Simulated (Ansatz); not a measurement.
GaH5O, SMILES [OH2+][GaH3-], an active-space calculation

With Ansatz 0.2.0 through its Python package.

Run as a notebook:

In [1]:
```python
import ansatz as az
```

In [2]:
```python
geometry = (
    az.Crystal.molecule()
    .atom("O", (-0.4073, -1.1763, -0.0864))
    .atom("Ga", (0.0275, 0.6293, -0.0863))
    .atom("H", (-0.5218, -1.3846, 0.8442))
    .atom("H", (0.412, -1.5943, -0.4573))
    .atom("H", (0.2583, 1.1299, -1.6156))
    .atom("H", (-1.1329, 1.5204, 0.604))
    .atom("H", (1.4254, 0.8076, 0.7516))
)
```

In [3]:
```python
base = (
    geometry.calculation()
    .basis(gaussian="def2-SVP")
    .scf(lower_state_search="off")
    .correlation(active_electrons=4, active_orbitals=4)
)
for method in [None]:
    summary = (base if method is None else base.correlation(method)).run(threads=1, pin="off").report
    space = summary["configurations"]
    state = space["states"][0]
    print(method or "casscf", f"total {summary['free_energy_ev'] / 27.211386246:.6f} Ha, active-space state {state['energy']['hartree']:.6f} Ha, mean field {summary['reference_energy_ev'] / 27.211386246:.6f} Ha")
    print("  determinants", state["n_determinants"], " natural occupations", [round(n, 3) for n in space["natural_occupations"]])
print("effectively unpaired electrons, sum of min(n, 2 - n):", round(sum(min(n, 2 - n) for n in space["natural_occupations"]), 3))
```
```text
casscf total -2000.693206 Ha, active-space state -2000.693206 Ha, mean field -2000.664894 Ha
  determinants 36  natural occupations [1.98, 1.974, 0.027, 0.02]
effectively unpaired electrons, sum of min(n, 2 - n): 0.094
```

Caveats:
- The settings weren't tested for convergence.
- The geometry is a force-field or estimated start, not a minimum of this method, and the basis set is short of its limit. The active space starts as a window about the frontier orbitals and is then optimised, not chosen by chemistry.
- It ran for 1.8 s on 1 thread of Arm Neoverse V2 (shared host), peak memory 0.19 GiB.

(Lines on the test bed's own set-up are left out of the output.)
